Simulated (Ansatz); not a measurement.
## MnPt2 in Ansatz: the effect of functional

MnPt2:

```xyz
3
Lattice="2.9145 0.0000 0.0000 -1.4572 2.5240 0.0000 0.0000 0.0000 6.6606" Properties=species:S:1:pos:R:3 pbc="T T T"
Pt    1.4572    0.8413    2.1061
Pt    0.0000    1.6827    4.5545
Mn    0.0000    0.0000    0.0000
```

The cell comes from a database or a generator and needn't be the stable form of this composition.

The cell isn't the ideal one: volume scaled by 1.06.

Alike in all runs:

```yaml
Program: Ansatz 0.2.0
Task: single point
Potentials_or_basis: Ansatz PAW
k_mesh: 11 × 11 × 4
Occupations: fermi-dirac, width 0.05 eV
Spin: collinear spin, ferromagnetic start
Starting_moments: "[0.0, 0.0, 4.0] μB"
```

```csv
functional,cutoff,pressure (GPa),moment (μB),largest force (eV/Å)
LDA,420 eV (not typed: the program's choice for these potentials),-22.6,4.55,0.19
PBEsol,420 eV (not typed: the program's choice for these potentials),-17.3,4.66,0.09
r2SCAN,500 eV (not typed: the program's choice for these potentials),?,?,?
```

What does the run with functional r2SCAN give?

Pressure -11.9 GPa; moment 4.83 μB; largest force 0.10 eV/Å.

Caveats: the PAW data sets come from PBE, with cores solved anew for the run's functional, which leaves a small shift of forces and pressure; the magnetic or orbital state may not be the lowest (some runs).

Runs at the PBE level aren't shown here.
